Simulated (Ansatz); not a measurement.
# TiB4: from a guess to a relaxed structure

Aim: relax a trial structure of TiB4 and see where it ends.

Method: DFT PBE, scalar-relativistic, plane waves, PAW, in Ansatz 0.2.0.

## Step 1: The system as given

Symmetry: P6mm, No. 183, hexagonal system. Conventional cell: a = 3.024 Å, b = 3.024 Å, c = 5.941 Å, α = 90.00°, β = 90.00°, γ = 120.00°. Ti (site symmetry 6mm) is surrounded by 12 B at 1.85 to 2.42 Å. B (site symmetry 3m) has 4 B at 1.75 to 2.29 Å and 3 Ti at 2.42 Å as nearest neighbours. B (site symmetry 3m) has 3 B at 1.75 Å and 3 Ti at 1.85 Å as nearest neighbours.

Structure file:

```
Ti B
1.0
     3.02421    0.00000    0.00000
    -1.51210    2.61904    0.00000
     0.00000    0.00000    5.94081
Ti B
1 4
Direct
  0.00000 0.00000 0.34256
  0.33333 0.66667 0.62506
  0.66667 0.33333 0.62506
  0.33333 0.66667 0.24036
  0.66667 0.33333 0.24036
```

Recipe of the guess: random cell by space group and Wyckoff sites (P6mm, No. 183). Lengths come from tabulated atomic sizes and are only a guess.

## Step 2: Probe: one point on a coarse mesh

Contents of input.yaml:

```yaml
crystal:
  lattice:
    - [3.02420576, 0.0, 0.0]
    - [-1.51210288, 2.61903902, 0.0]
    - [0.0, 0.0, 5.94080915]
  atoms:
    - { symbol: Ti, position: [0.0, 0.0, 0.34255739] }
    - { symbol: B, position: [0.33333333, 0.66666667, 0.62506291] }
    - { symbol: B, position: [0.66666667, 0.33333333, 0.62506291] }
    - { symbol: B, position: [0.33333333, 0.66666667, 0.24036037] }
    - { symbol: B, position: [0.66666667, 0.33333333, 0.24036037] }
basis:
  ecutwfc: 420
kpoints:
  mp_grid: { grid: [6, 6, 4] }
hamiltonian:
  xc: pbe
scf:
  occupations: { method: gaussian, width: 0.1 }
  lower_state_search: "off"
output:
  forces: true
  stress: true
  eigenvalues: true
```

Launch:

```bash
> ansatz run input.yaml --threads 1 --pin off --max-ram 2560MiB --backend cpu --events-out ev --progress --plain --runs-dir out
```

Further runs follow: coarse relaxation; spin check on a coarse mesh; full relaxation.

Q: Predict the outcome of this session. Wanted: conventional cell; volume; energy over the elements; gap on the mesh.

**Answer**, as computed:

| quantity | value |
| --- | --- |
| symmetry at the end (tolerance 0.05 Å) | space group P6/mmm (No. 191) |
| conventional cell | a = 3.037 Å, b = 3.037 Å, c = 5.046 Å, α = 90.00°, β = 90.00°, γ = 120.00° |
| volume | 8.06 Å³/atom |
| energy over the elements | -0.45 eV/atom |
| gap on the mesh | none (metal) |

What this shows: The symmetry goes from space group P6mm (No. 183) to space group P6/mmm (No. 191), and the volume per atom shrinks by 14.3 % from the first guess. It lies below the elements, which doesn't yet make it stable: competing phases were not computed in this session. No finished test with a distortion of lower symmetry is shown, so the end may be a saddle point. Other magnetic orders were not searched.
